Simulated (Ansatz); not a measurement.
# CH5NSn: the cost of one run

Program: Ansatz 0.2.0, driven from Python. Level of theory: PBE0+D4/def2-SVP. These are calculated values, not measurements.

## Step 1: The structure

Bond lengths: C1–Sn2 2.080 Å, Sn2–N3 2.052 Å, C1–H4 1.068 Å, C1–H5 1.154 Å, C1–H6 1.140 Å, N3–H7 1.103 Å, N3–H8 1.002 Å. Angles: C1–Sn2–N3 107.9°, Sn2–C1–H4 110.7°, Sn2–C1–H5 111.5°, Sn2–C1–H6 112.2°, H4–C1–H5 105.9°, H4–C1–H6 111.5°, H5–C1–H6 104.7°, Sn2–N3–H7 105.2°, Sn2–N3–H8 107.0°, H7–N3–H8 104.7°.

No structure file is read: the coordinates are typed or built in the script.

## Step 2: The script

ch5nsn_scan.py reads:

```python
'''Potential curve of CH5NSn along one bond.'''

import ansatz as az
import matplotlib.pyplot as plt
import numpy as np

BASIS = 'def2-SVP'
FUNCTIONAL = 'pbe0'
VDW = 'd4'


def main() -> None:
    molecule = (
        az.Crystal.molecule()
        .atom('C', [-0.8118, 0.9951, -0.6387])
        .atom('Sn', [1.0833, 0.4199, -0.0021])
        .atom('N', [0.8847, -1.3025, 1.0959])
        .atom('H', [-1.2395, 0.25, -1.2739])
        .atom('H', [-0.7711, 1.9615, -1.2687])
        .atom('H', [-1.5017, 1.246, 0.2332])
        .atom('H', [1.9165, -1.6209, 1.3229])
        .atom('H', [0.5318, -2.0062, 0.4757])
    )

    symbols = [site.symbol for site in molecule.cartesian_sites]
    start = np.array([site.position_ang for site in molecule.cartesian_sites])
    axis = (start[0] - start[1]) / np.linalg.norm(start[0] - start[1])
    moving = [0, 3, 4, 5]
    lengths, energies = [1.831, 1.914, 1.997, 2.08, 2.163, 2.247, 2.33, 2.455], []
    for length in lengths:
        xyz = start.copy()
        xyz[moving] += (length - np.linalg.norm(start[0] - start[1])) * axis
        point = az.Crystal.molecule()
        for symbol, place in zip(symbols, xyz):
            point = point.atom(symbol, place.tolist())
        calc = (
            point.calculation()
            .basis(gaussian=BASIS)
            .functional(FUNCTIONAL, dispersion=VDW)
        )
        data = calc.run(threads=1).report
        energies.append(data['free_energy_ev'])
        print(f'r = {length:6.3f} A  E = {energies[-1]:.5f} eV  <S^2> = {abs(data["mean_field"]["state"]["spin_squared"]):.3f}')

    # quartic fit about the minimum
    fit = np.polynomial.Polynomial.fit(lengths, np.array(energies) - min(energies), 4).convert()
    roots = [r.real for r in fit.deriv().roots() if abs(r.imag) < 1e-9 and fit.deriv(2)(r.real) > 0]
    r_e = min(roots, key=lambda r: abs(r - lengths[int(np.argmin(energies))]))
    print(f'minimum of the fit at {r_e:.4f} A, force constant {fit.deriv(2)(r_e):.2f} eV/A^2')
    plt.figure(figsize=(4.5, 3))
    plt.plot(lengths, np.array(energies) - min(energies), 'o-')
    plt.xlabel('bond length (A)')
    plt.ylabel('E - E(min) (eV)')
    plt.tight_layout()
    plt.savefig('scan.png', dpi=100)


if __name__ == '__main__':
    main()
```

## Step 3: What the engine is handed

The package turns the script's settings into the engine's input (first run):

```yaml
crystal:
  periodic: [false, false, false]
  atoms:
    - { symbol: C, position_ang: [-0.5847190405200953, 0.9261764772872981, -0.5624192027835432] }
    - { symbol: Sn, position_ang: [1.0833, 0.4199, -0.0021] }
    - { symbol: "N", position_ang: [0.8847, -1.3025, 1.0959] }
    - { symbol: H, position_ang: [-1.0124190405200952, 0.1810764772872982, -1.1976192027835433] }
    - { symbol: H, position_ang: [-0.5440190405200953, 1.8925764772872982, -1.1924192027835432] }
    - { symbol: H, position_ang: [-1.2746190405200952, 1.1770764772872981, 0.3094807972164568] }
    - { symbol: H, position_ang: [1.9165, -1.6209, 1.3229] }
    - { symbol: H, position_ang: [0.5318, -2.0062, 0.4757] }
basis:
  gaussian:
    orbitals: def2-SVP
hamiltonian:
  xc: pbe0
  dispersion: d4
```

## Step 4: Running it

The run is started by

```console
$ python ch5nsn_scan.py
```

Q: Estimate wall time and peak memory on 1 thread of Arm Neoverse V1, shared host.

About 20 s, with a peak of 0.25 GiB.
